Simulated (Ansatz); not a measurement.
# LaTe: the cost of one run

Program: Ansatz 0.2.0. Level of theory: DFT LDA, scalar-relativistic. These are calculated values, not measurements.

## 1. The system as given

The structure is cubic, space group Fm-3m (No. 225). The conventional cell has a = 6.422 Å, b = 6.422 Å, c = 6.422 Å, α = 90.00°, β = 90.00°, γ = 90.00°. Around La (site symmetry m-3m) lie 6 Te at 3.21 Å. Te (site symmetry m-3m) is surrounded by 6 La at 3.21 Å.

As a file:

```
La Te
1.0
     0.00000    3.21100    3.21100
     3.21100    0.00000    3.21100
     3.21100    3.21100    0.00000
La Te
1 1
Direct
  0.00000 0.00000 0.00000
  0.50000 0.50000 0.50000
```

Atoms are numbered in the order of the input: La1, Te2.

## 2. After the deformation

Space group Fm-3m before, R-3m after.

## 3. All-electron LAPW

File input.yaml:

```yaml
crystal:
  lattice:
    - [-0.06422, 3.17889, 3.17889]
    - [3.17889, -0.06422, 3.17889]
    - [3.17889, 3.17889, -0.06422]
  atoms:
    - { symbol: La, position: [0.0, 0.0, 0.0] }
    - { symbol: Te, position: [0.5, 0.5, 0.5] }
kpoints:
  mp_grid: { grid: [10, 10, 10] }
  band_path:
    path:
      - [0.0, 0.0, 0.0]
      - [0.5, 0.5, 0.5]
      - [0.2551801333, 0.5, 0.7448198667]
      - [-0.2551801333, 0.2551801333, 0.5]
      - [0.0, 0.0, 0.5]
      - [0.0, 0.0, 0.0]
      - [-0.3775900666, 0.0, 0.3775900666]
      - [0.0, 0.3775900666, 0.6224099334]
      - [0.0, 0.5, 0.5]
    npoints: 5
scf:
  occupations: { method: fermi_dirac, width: 0.08 }
hamiltonian:
  xc: lda
  pseudopotentials: { kind: all_electron, lapw: { basis_error: 0.001 } }
output:
  forces: true
  stress: true
  eigenvalues: true
```

Started as:

```bash
$ ansatz run input.yaml --threads 1 --pin off --max-ram 3072MiB --backend cpu --events-out ev --progress --plain --runs-dir out
```

What time and memory should one allow on 1 thread of Arm Neoverse V2, shared host?

About 31 s, with a peak of 0.49 GiB.
